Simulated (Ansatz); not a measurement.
# Br₂FHSn: small, medium and large basis sets

An exercise on one series of results from a longer session: the logs are not shown, and one member is left open.

Computed with Ansatz 0.2.0, Gaussian basis. Level: one geometry, several basis sets.

The runs, in order: PBE0-D4/def2-SVP; ωB97M-V/def2-SVP; PBE0-D4/def2-QZVPP; ωB97M-V/def2-QZVPP; the functionals' def2-TZVPP values are taken from earlier runs.

## The relaxed structure

All runs share one geometry, relaxed beforehand with PBE0-D4 in a triple-zeta def2 set. Sn takes the def2 core potential; no spin-orbit term is included.

SMILES `[F][SnH]([Br])[Br]`, 5 atoms, charge 0, spin multiplicity 1.

Atoms are counted from 1 here; the program's logs count them from 0.

Bond lengths: F1–Sn2 1.905 Å, Sn2–Br3 2.443 Å, Sn2–Br4 2.443 Å, Sn2–H5 1.693 Å. Angles: F1–Sn2–Br3 105.6°, F1–Sn2–Br4 105.6°, F1–Sn2–H5 108.0°, Br3–Sn2–Br4 109.9°, Br3–Sn2–H5 113.6°, Br4–Sn2–H5 113.6°.

Geometry (Å):

```mol
Br2FHSn
  3D, bonds by distance, orders not assigned

  5  4  0  0  0  0  0  0  0  0999 V2000
   -0.7908    0.0768    1.7111 F   0  0
    0.1031    0.1285    0.0298 Sn  0  0
    1.2553   -2.0166   -0.1661 Br  0  0
   -1.6655    0.2776   -1.6486 Br  0  0
    1.1478    1.4603    0.0323 H   0  0
  1  2  8  0
  2  3  8  0
  2  4  8  0
  2  5  8  0
M  END
```

The first run:

File in.yaml:

```yaml
crystal:
  periodic: [false, false, false]
  atoms:
    - {symbol: F, position_ang: [-0.790779, 0.076776, 1.711137]}
    - {symbol: Sn, position_ang: [0.103133, 0.128473, 0.029793]}
    - {symbol: Br, position_ang: [1.255301, -2.016627, -0.166136]}
    - {symbol: Br, position_ang: [-1.665494, 0.277610, -1.648613]}
    - {symbol: H, position_ang: [1.147840, 1.460268, 0.032320]}
basis:
  gaussian: {orbitals: def2-SVP}
hamiltonian: {xc: pbe0, dispersion: d4}
output: {orbitals: {seedname: orbitals}}
```

Steps of the session up to this table: PBE0-D4 in def2-SVP; ωB97M-V in def2-SVP; PBE0-D4 in def2-QZVPP; ωB97M-V in def2-QZVPP.

One table of the session follows, with a row left open; its other results are not shown here.

It belongs to the step «Density functionals: the series». 

```
functional       basis  HOMO (eV)  LUMO (eV)
   PBE0-D4    def2-SVP      -8.80      -2.30
   PBE0-D4  def2-TZVPP      -8.91      -2.43
   PBE0-D4  def2-QZVPP          ?          ?
   ωB97M-V    def2-SVP     -10.96      -0.23
   ωB97M-V  def2-TZVPP     -11.10      -0.45
   ωB97M-V  def2-QZVPP     -11.11      -0.51
```

**Question.** Estimate the row for PBE0-D4, def2-QZVPP.

The run gave: HOMO (eV): -8.92; LUMO (eV): -2.44. In the column «HOMO (eV)» it lies between ωB97M-V, def2-SVP (-10.96) and PBE0-D4, def2-TZVPP (-8.91).
